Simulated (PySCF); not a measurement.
# C₄H₆BBrO: reorganisation energies

Programs: PySCF 2.14.0, with routines of our own; each step states its level. All values are computed. Atoms count from 0.

## 1. The starting structure

13 atoms, charge 0, multiplicity 1; geometry from: GFN2-xTB.

## 2. Geometry optimisation at BHandHLYP/6-31G*

The job: settings as JSON, then the geometry in Å.

```
{"job": {"xc": "BHandHLYP", "basis": "6-31G*", "grid": 1, "kind": "geom"}, "charge": 0, "multiplicity": 1}
Br     2.754482     2.115873     0.204858
B      1.247646     0.980448     0.214311
C     -0.213748     1.488691     0.049520
C     -1.134457     0.579791    -0.272973
C     -0.765513    -0.864712    -0.460589
C      0.435037    -1.256025     0.402961
O      1.500115    -0.326192     0.334673
H     -0.493514     2.527667     0.151438
H     -2.167189     0.841905    -0.460895
H     -1.605875    -1.512787    -0.208462
H     -0.530703    -1.024343    -1.519352
H      0.128714    -1.326971     1.455056
H      0.840617    -2.222856     0.091726
```

On the command line:

```sh
$ OMP_NUM_THREADS=1 python excited_run.py task.json out
```

The driver reads the jobs from task.json and runs them one after another.

**Question.** How long does this first job take on 1 thread of Arm Neoverse N1, shared host, and how much memory does it need?

About 86 s, with a peak of 0.6 GiB.
